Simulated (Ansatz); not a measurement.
# SnTe2: the cost of one run

Computed with Ansatz 0.2.0 (DFT PBE+D3(BJ), scalar-relativistic, plane waves, PAW, unless a step names another level, unless a step's input says otherwise).

1 further run of the same task is left out (it didn't finish).

### 1 The structure to begin with

Symmetry: P6_3mc, No. 186, hexagonal system. Conventional cell: a = 4.191 Å, b = 4.191 Å, c = 12.016 Å, α = 90.00°, β = 90.00°, γ = 120.00°. Sn (site symmetry 3m) has 6 Te at 2.99 to 3.02 Å as nearest neighbours. Te (site symmetry 3m) is surrounded by 3 Sn at 2.99 Å. Te (site symmetry 3m) is surrounded by 3 Sn at 3.02 Å and 3 Te at 3.44 Å.

Coordinates:

```
Sn Te
1.0
     4.19109    0.00000    0.00000
    -2.09555    3.62959    0.00000
     0.00000    0.00000   12.01588
Sn Te
2 4
Direct
  0.33333 0.66667 0.12021
  0.66667 0.33333 0.62021
  0.66667 0.33333 0.97432
  0.00000 0.00000 0.27126
  0.33333 0.66667 0.47432
  0.00000 0.00000 0.77126
```

It is the end of an earlier relaxation with the same method, from a generated guess; it is a trial structure. At a tolerance of 0.05 Å it has space group P6_3mc (No. 186); it has 30.46 Å³/atom, an uncorrected energy of -0.13 eV/atom over the elements.

### 2 Bands, states and charges

Input file input.yaml:

```yaml
crystal:
  lattice:
    - [4.1910939796, 0.0, 0.0]
    - [-2.0955469898, 3.629593856, 0.0]
    - [0.0, 0.0, 12.0158785012]
  atoms:
    - { symbol: Sn, position: [0.3333333333, 0.6666666667, 0.1202107913] }
    - { symbol: Sn, position: [0.6666666667, 0.3333333333, 0.6202107913] }
    - { symbol: Te, position: [0.6666666667, 0.3333333333, 0.9743186651] }
    - { symbol: Te, position: [0.0, 0.0, 0.2712600936] }
    - { symbol: Te, position: [0.3333333333, 0.6666666667, 0.4743186651] }
    - { symbol: Te, position: [0.0, 0.0, 0.7712600936] }
basis:
  ecutwfc: 420
kpoints:
  mp_grid: { grid: [12, 12, 4] }
  band_path:
    path:
      - [[0.0, 0.0, 0.0], [0.5, 0.0, 0.0], [0.33333333, 0.33333333, 0.0], [0.0, 0.0, 0.0], [0.0, 0.0, 0.5], [0.5, 0.0, 0.5], [0.33333333, 0.33333333, 0.5], [0.0, 0.0, 0.5]]
      - [[0.5, 0.0, 0.5], [0.5, 0.0, 0.0]]
      - [[0.33333333, 0.33333333, 0.5], [0.33333333, 0.33333333, 0.0]]
    npoints: 14
hamiltonian:
  xc: pbe
  dispersion: d3bj
scf:
  occupations: { method: gaussian, width: 0.1 }
  n_extra_bands: 15
output:
  forces: true
  stress: true
  eigenvalues: true
  populations: true
  dos: { projected: true, de: 0.02, nscf_kmesh: { grid: [15, 15, 5] } }
  bader: true
  write_density: true
  write_potential: true
  elf: true
  volumetric_format: npy
```

Started as:

```console
> ansatz run input.yaml --threads 1 --pin off --max-ram 2560MiB --backend cpu --events-out ev --progress --plain --runs-dir out
```

What time and memory should one allow on 1 thread of Arm Neoverse V2, shared host?

About 4.6 min, with a peak of 1 GiB.
